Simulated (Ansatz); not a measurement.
Write a Python script for the Ansatz DFT code, driven from Python that makes a rigid scan of one bond length of CH₇AsGe, SMILES [CH3][GeH2][AsH2]. Use (for the species named): r2scan0, def2-SVP basis, multiplicity 1.

```xyz
10

C    -1.1052    0.7636   -0.0481
Ge   -0.1885   -0.9503   -0.0131
As    2.1776   -0.5775    0.0991
H    -2.2005    0.5959   -0.1001
H    -0.7756    1.3398   -0.9369
H    -0.8601    1.3316    0.8727
H    -0.6458   -1.7545    1.2303
H    -0.5275   -1.7430   -1.3011
H     2.1155    0.5023   -1.0302
H     2.0100    0.4920    1.2275
```

`scan.py`
```python
"""Potential curve of CH7AsGe along one bond."""

import ansatz as az
import numpy as np

config = {
    "basis": "def2-SVP",
    "xc": "r2scan0",
}

GEOMETRY = """
C    -1.10520    0.76360   -0.04810
Ge   -0.18850   -0.95030   -0.01310
As    2.17760   -0.57750    0.09910
H    -2.20050    0.59590   -0.10010
H    -0.77560    1.33980   -0.93690
H    -0.86010    1.33160    0.87270
H    -0.64580   -1.75450    1.23030
H    -0.52750   -1.74300   -1.30110
H     2.11550    0.50230   -1.03020
H     2.01000    0.49200    1.22750
"""


def main() -> None:
    mol = az.Crystal.molecule()
    for line in GEOMETRY.strip().splitlines():
        symbol, *xyz = line.split()
        mol = mol.atom(symbol, [float(v) for v in xyz])

    symbols = [site.symbol for site in mol.cartesian_sites]
    start = np.array([site.position_ang for site in mol.cartesian_sites])
    axis = (start[7] - start[1]) / np.linalg.norm(start[7] - start[1])
    moving = [7]
    lengths, energies = [1.364, 1.426, 1.488, 1.55, 1.612, 1.674, 1.736, 1.829], []
    for length in lengths:
        xyz = start.copy()
        xyz[moving] += (length - np.linalg.norm(start[7] - start[1])) * axis
        point = az.Crystal.molecule()
        for symbol, place in zip(symbols, xyz):
            point = point.atom(symbol, place.tolist())
        job = (
            point.calculation()
            .basis(gaussian=config["basis"])
            .functional(config["xc"])
        )
        rep = job.run().report
        energies.append(rep["free_energy_ev"])
        print(f"r = {length:6.3f} A  E = {energies[-1]:.5f} eV  <S^2> = {abs(rep['mean_field']['state']['spin_squared']):.3f}")

    # quartic fit about the minimum
    fit = np.polynomial.Polynomial.fit(lengths, np.array(energies) - min(energies), 4).convert()
    roots = [r.real for r in fit.deriv().roots() if abs(r.imag) < 1e-9 and fit.deriv(2)(r.real) > 0]
    r_e = min(roots, key=lambda r: abs(r - lengths[int(np.argmin(energies))]))
    print(f"minimum of the fit at {r_e:.4f} A, force constant {fit.deriv(2)(r_e):.2f} eV/A^2")


if __name__ == "__main__":
    main()
```

```console
$ python scan.py
r =  1.364 A  E = -118493.28519 eV  <S^2> = 0.000
r =  1.426 A  E = -118493.49048 eV  <S^2> = 0.000
r =  1.488 A  E = -118493.58946 eV  <S^2> = 0.000
r =  1.550 A  E = -118493.60662 eV  <S^2> = 0.000
r =  1.612 A  E = -118493.56121 eV  <S^2> = 0.000
r =  1.674 A  E = -118493.46840 eV  <S^2> = 0.000
r =  1.736 A  E = -118493.34014 eV  <S^2> = 0.000
r =  1.829 A  E = -118493.10128 eV  <S^2> = 0.000
minimum of the fit at 1.5335 A, force constant 17.54 eV/A^2
```

Caveats:
- These settings explore the input space; basis and method may be short of convergence.
- The rest of the molecule is held rigid at a force-field or estimated start geometry, and the basis set is modest; single-reference methods fail as a bond breaks.
- The orbitals are restricted, so S² is zero by construction.
- The whole script took 94 s on 1 thread of Arm Neoverse V1 (shared host), peak memory 0.32 GiB.
